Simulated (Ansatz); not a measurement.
# MoIr4 (R-3m) in Ansatz: band structure with PBEsol

Aim: the band structure of MoIr4 with PBEsol.

Everything below comes from runs of Ansatz 0.2.0. Logs are shortened: lines on timing, memory, paths and dates and some standing lists are left out, and cuts for length are marked.

## (1) The crystal as given

It takes space group R-3m (No. 166, trigonal). Conventional cell: a = 2.748 Å, b = 2.748 Å, c = 33.918 Å, α = 90.00°, β = 90.00°, γ = 120.00°. Around Ir (site symmetry 3m) lie 9 Ir at 2.75 to 2.79 Å and 3 Mo at 2.75 Å. Around Ir (site symmetry 3m) lie 12 Ir at 2.72 to 2.79 Å. Around Mo (site symmetry -3m) lie 6 Mo at 2.75 Å and 6 Ir at 2.75 Å.

The cell comes from a database or a generator and needn't be the stable form of this composition.

## (2) Band structure, PBEsol, spin-orbit coupling, no magnetisation

input.yaml

```yaml
crystal:
  lattice:
    - [1.374219009, 0.7934057148, 11.3060975691]
    - [-1.374219009, 0.7934057148, 11.3060975691]
    - [0.0, -1.5868114295, 11.3060975691]
  atoms:
    - { symbol: Ir, position: [0.600296, 0.600296, 0.600296] }
    - { symbol: Ir, position: [0.199317, 0.199317, 0.199317] }
    - { symbol: Ir, position: [0.800683, 0.800683, 0.800683] }
    - { symbol: Ir, position: [0.399704, 0.399704, 0.399704] }
    - { symbol: Mo, position: [0.0, 0.0, 0.0] }
hamiltonian:
  xc: pbesol
  pseudopotentials: { kind: paw_fr }
magnetization:
  noncollinear: true
  spin_orbit: true
kpoints:
  mp_grid: { grid: [11, 11, 11] }
  band_path:
    path:
      - [[0.0, 0.0, 0.0], [0.5, 0.0, 0.0], [0.5, 0.1699496897, -0.1699496897]]
      - [[0.8300503103, 0.5, 0.1699496897], [0.5, 0.5, 0.5], [0.0, 0.0, 0.0], [0.3349748449, 0.0, -0.3349748449]]
      - [[0.6650251551, 0.3349748449, 0.0], [0.5, 0.5, 0.0], [0.6650251551, 0.6650251551, 0.1699496897], [0.5, 0.5, 0.5]]
      - [[0.5, 0.0, 0.0], [0.8300503103, 0.3349748449, 0.3349748449]]
    npoints: 14
scf:
  occupations: { method: fermi_dirac, width: 0.05 }
  n_extra_bands: 12
output:
  forces: true
  stress: true
  eigenvalues: true
  fatbands: true
  write_density: true
  write_potential: true
  elf: true
  volumetric_format: npy
```

Potentials or basis: Ansatz PAW.

Launch:

```sh
> ansatz run input.yaml --threads 2 --pin off --max-ram 5632MiB --backend cpu --events-out ev --progress --plain --runs-dir out
```

Standard output:

```text
Warning: RAYON_NUM_THREADS=2 ignored (pool sized by the plan → 2); use --threads N
basis.fft_grid_basis auto: the FFT boxes are laid along the combinations [[1, -1, 0], [0, 1, 0], [0, -1, 1]] of the cell's own vectors, 2.748, 11.417 and 2.748 Å long. The dense box has 20×80×20 points. Along the cell's own vectors, as sized, it would have 80×80×80, 16.00 times as many. Of the 12 symmetry operations that the crystal satisfies within crystal.symmetry.tolerance (time reversal apart; of a slab, those that keep its plane) the dense box along the cell's own vectors carries 12, and the one as laid loses 8 of those. basis.fft_grid_basis: typed keeps the cell's own vectors: state it where this run's energies or levels are differenced outside the engine with another run's, or held beside a run that keeps those vectors. Those combinations have planes normal to reciprocal vector 3, as the cell's own vectors have. Each planar average written beside output.write_density, output.write_potential has a row for each plane of the box: 20. The volumetric files lie along those combinations, not along the cell's own vectors: a cube or XSF file states them, and fields.json those of NumPy files.
scf.n_extra_bands = 12 over 82 filled bands (N_el = 82.0): the run solves 94 bands
Engine: ansatz 0.2.0, aarch64-unknown-linux-gnu
Pseudopotentials: kind: paw_fr
Pseudopotential: Ir, paw_fr, valence charge 17, recommended cutoff 420 eV (normal), Ir.paw.azcp#standard-fr
Pseudopotential: Mo, paw_fr, valence charge 14, recommended cutoff 420 eV (normal), Mo.paw.azcp#standard-fr
[... 68 lines left out ...]
  atom   2  Ir     0.00000000    -0.00000000    -0.04470199
  atom   3  Ir    -0.00000000     0.00000000     0.04470199
  atom   4  Ir     0.00000000    -0.00000000    -0.07211010
  atom   5  Mo     0.00000000     0.00000000    -0.00000000
  max |Σ_I F_I| component: 2.89e-19 eV/Å
--- Stress (GPa, compression-positive) ---
      -11.383570       0.000000      -0.000000
        0.000000     -11.383570      -0.000000
       -0.000000      -0.000000     -11.631536
  P = ⅓ Tr σ = -11.4662 GPa (-114.662 kbar)
--- Band table (eV; the first three rows and the last of 146) ---
  k-point 0: bands = ["-68.7213", "-68.7213", "-68.6900", "-68.6900", "-68.5993", "-68.5993", "-68.5989", "-68.5989", "-37.1790", "-37.1790", "-35.5701", "-35.5701", "-35.4885", "-35.4885", "-35.4027", "-35.4027", "-35.3977", "-35.3977", "-22.1796", "-22.1796", "-21.9524", "-21.9524", "-21.7746", "-21.7746", "-21.7431", "-21.7431", "-21.6801", "-21.6801", "-21.6687", "-21.6687", "-21.6188", "-21.6188", "-21.6126", "-21.6126", "-12.6355", "-12.6355", "-10.2478", "-10.2478", "-9.7276", "-9.7276", "13.4192", "13.4192", "14.7767", "14.7767", "15.3793", "15.3793", "16.1126", "16.1126", "17.7134", "17.7134", "19.5190", "19.5190", "19.7270", "19.7270", "19.7453", "19.7453", "19.9182", "19.9182", "19.9594", "19.9594", "20.1283", "20.1283", "20.6518", "20.6518", "20.6653", "20.6653", "20.9304", "20.9304", "21.0065", "21.0065", "21.1359", "21.1359", "22.2302", "22.2302", "22.2592", "22.2592", "22.2597", "22.2597", "22.2907", "22.2907", "22.6473", "22.6473", "22.7764", "22.7764", "23.0321", "23.0321", "23.1296", "23.1296", "23.9747", "23.9747", "24.0950", "24.0950", "24.1260", "24.1260"]
  k-point 1: bands = ["-68.7177", "-68.7177", "-68.6875", "-68.6875", "-68.5964", "-68.5964", "-68.5961", "-68.5961", "-37.1625", "-37.1625", "-35.5763", "-35.5763", "-35.4973", "-35.4973", "-35.4119", "-35.4119", "-35.4073", "-35.4073", "-22.1790", "-22.1790", "-21.9612", "-21.9612", "-21.7940", "-21.7940", "-21.7714", "-21.7714", "-21.7075", "-21.7075", "-21.6904", "-21.6904", "-21.6489", "-21.6489", "-21.6409", "-21.6409", "-12.6583", "-12.6583", "-10.2737", "-10.2737", "-9.7964", "-9.7964", "13.7312", "13.7312", "15.0616", "15.0616", "15.6859", "15.6859", "16.4071", "16.4071", "17.9567", "17.9567", "19.3019", "19.3019", "19.5854", "19.5854", "19.6993", "19.6993", "19.8899", "19.8899", "20.0170", "20.0170", "20.1706", "20.1706", "20.6289", "20.6289", "20.7035", "20.7035", "20.9467", "20.9467", "21.0080", "21.0080", "21.2510", "21.2510", "21.5062", "21.5062", "21.7637", "21.7637", "22.1982", "22.1982", "22.3387", "22.3387", "22.4462", "22.4462", "22.6734", "22.6734", "23.1907", "23.1907", "23.3388", "23.3388", "24.0237", "24.0237", "24.1624", "24.1624", "24.3419", "24.3419"]
  k-point 2: bands = ["-68.7079", "-68.7079", "-68.6810", "-68.6810", "-68.5887", "-68.5887", "-68.5884", "-68.5884", "-37.1178", "-37.1178", "-35.5925", "-35.5925", "-35.5214", "-35.5214", "-35.4365", "-35.4365", "-35.4328", "-35.4328", "-22.1801", "-22.1801", "-21.9971", "-21.9971", "-21.8664", "-21.8664", "-21.8376", "-21.8376", "-21.7970", "-21.7970", "-21.7547", "-21.7547", "-21.7163", "-21.7163", "-21.6760", "-21.6760", "-12.7277", "-12.7277", "-10.3576", "-10.3576", "-9.9516", "-9.9516", "14.5902", "14.5902", "15.7835", "15.7835", "16.4499", "16.4499", "17.1381", "17.1381", "18.4064", "18.4064", "18.7967", "18.7967", "19.3078", "19.3078", "19.4132", "19.4132", "19.6092", "19.6092", "19.8368", "19.8368", "20.1874", "20.1874", "20.2840", "20.2840", "20.6364", "20.6364", "21.0209", "21.0209", "21.2389", "21.2389", "21.3958", "21.3958", "21.5859", "21.5859", "21.7605", "21.7605", "21.8248", "21.8248", "22.0547", "22.0547", "22.6540", "22.6540", "22.9570", "22.9570", "23.0800", "23.0800", "23.4896", "23.4896", "24.0668", "24.0668", "24.5098", "24.5098", "24.7569", "24.7569"]
  k-point 145: bands = ["-68.7177", "-68.7177", "-68.6875", "-68.6875", "-68.5964", "-68.5964", "-68.5961", "-68.5961", "-37.1625", "-37.1625", "-35.5764", "-35.5764", "-35.4969", "-35.4969", "-35.4147", "-35.4147", "-35.4048", "-35.4048", "-22.1799", "-22.1799", "-21.9569", "-21.9569", "-21.8006", "-21.8006", "-21.7713", "-21.7713", "-21.7072", "-21.7072", "-21.6875", "-21.6875", "-21.6490", "-21.6490", "-21.6406", "-21.6406", "-12.6583", "-12.6583", "-10.2737", "-10.2737", "-9.7964", "-9.7964", "13.8552", "13.8552", "14.6349", "14.6349", "16.1263", "16.1263", "16.3156", "16.3156", "18.0218", "18.0218", "19.5633", "19.5633", "19.6535", "19.6535", "19.6803", "19.6803", "19.8943", "19.8943", "19.9782", "19.9782", "20.0777", "20.0777", "20.1464", "20.1464", "20.6636", "20.6636", "20.7701", "20.7701", "21.0739", "21.0739", "21.1163", "21.1163", "21.4235", "21.4235", "21.8798", "21.8798", "22.1791", "22.1791", "22.5423", "22.5423", "22.6987", "22.6987", "22.8433", "22.8433", "23.1198", "23.1198", "23.5715", "23.5715", "23.8363", "23.8363", "23.9834", "23.9834", "24.4688", "24.4688"]
```

v_z.tsv:

```text
# z_ang	v_es[eV]	v_tot[eV]	b_x[eV]	b_y[eV]	b_z[eV]
# format = ansatz-planar-average/11
# xc	pbesol
# density_cutoff_ev	1680
# datasets	Ir=:simpson_from_first_knot:soft:shift=-881282	Mo=:simpson_from_first_knot:soft:shift=-754078
# lattice	1.374219009	0.793405715	11.306097569
# lattice	-1.374219009	0.793405715	11.306097569
# lattice	0.000000000	-1.586811430	11.306097569
# sites	5
# site	77	0.000000000	0.000000000	20.361015439
# site	77	0.000000000	0.000000000	6.760492348
# site	77	0.000000000	0.000000000	27.157800360
# site	77	0.000000000	0.000000000	13.557277268
# site	42	0.000000000	0.000000000	0.000000000
0.000000	1.093557e1	-3.164750e0	0.000000e0	0.000000e0	0.000000e0
0.570845	1.093257e1	-3.175918e0	0.000000e0	0.000000e0	0.000000e0
1.141691	1.095724e1	-3.169684e0	0.000000e0	0.000000e0	0.000000e0
1.712536	1.103889e1	-3.110696e0	0.000000e0	0.000000e0	0.000000e0
2.283382	1.112477e1	-3.056991e0	0.000000e0	0.000000e0	0.000000e0
2.854227	1.115603e1	-3.069153e0	0.000000e0	0.000000e0	0.000000e0
[... 12 lines left out ...]
10.275218	1.095724e1	-3.169684e0	0.000000e0	0.000000e0	0.000000e0
10.846064	1.093257e1	-3.175918e0	0.000000e0	0.000000e0	0.000000e0
```

Run time: 4.8 min. Hardware: 2 threads of Arm Neoverse V2, shared host; peak memory 1.7 GiB.

What came out:

| Quantity | Value |
| --- | --- |
| Free energy | -52219.9978 eV |
| Pressure | -11.5 GPa |
| Largest force | 0.072 eV/Å |
| Band gap on the k mesh | none (metal or under the smearing width) |

Forces on the atoms (eV/Å):
```
Ir   0.000  0.000  0.072
Ir   0.000  0.000 -0.045
Ir   0.000  0.000  0.045
Ir   0.000  0.000 -0.072
Mo   0.000  0.000  0.000
```

Stress tensor (GPa, compression positive):
```
-11.38   0.00   0.00
  0.00 -11.38   0.00
  0.00   0.00 -11.63
```

Levels at the corners of the path, in eV from the Fermi level:
```tsv
point	band 77	band 78	band 79	band 80	band 81	band 82	band 83	band 84
Γ	-1.57	-1.57	-1.54	-1.54	-1.18	-1.18	-1.05	-1.05
L	0.34	0.34	0.86	0.86	1.08	1.08	1.10	1.10
B1	-0.34	-0.34	-0.16	-0.16	0.41	0.41	0.52	0.52
B	-0.34	-0.34	-0.16	-0.16	0.41	0.41	0.52	0.52
Z	-1.61	-1.61	-1.10	-1.10	-0.95	-0.95	-0.67	-0.67
Γ	-1.57	-1.57	-1.54	-1.54	-1.18	-1.18	-1.05	-1.05
X	-0.34	-0.34	-0.15	-0.15	0.41	0.41	0.51	0.51
Q	-0.34	-0.34	-0.15	-0.15	0.41	0.41	0.51	0.51
F	0.94	0.94	1.03	1.03	1.14	1.14	1.18	1.18
P1	0.92	0.92	1.01	1.01	1.09	1.09	1.18	1.18
Z	-1.61	-1.61	-1.10	-1.10	-0.95	-0.95	-0.67	-0.67
L	0.34	0.34	0.86	0.86	1.08	1.08	1.10	1.10
P	0.92	0.92	1.01	1.01	1.09	1.09	1.18	1.18
```

Caveat: the PAW data sets come from PBE, with cores solved anew for the run's functional, which leaves a small shift of forces and pressure.
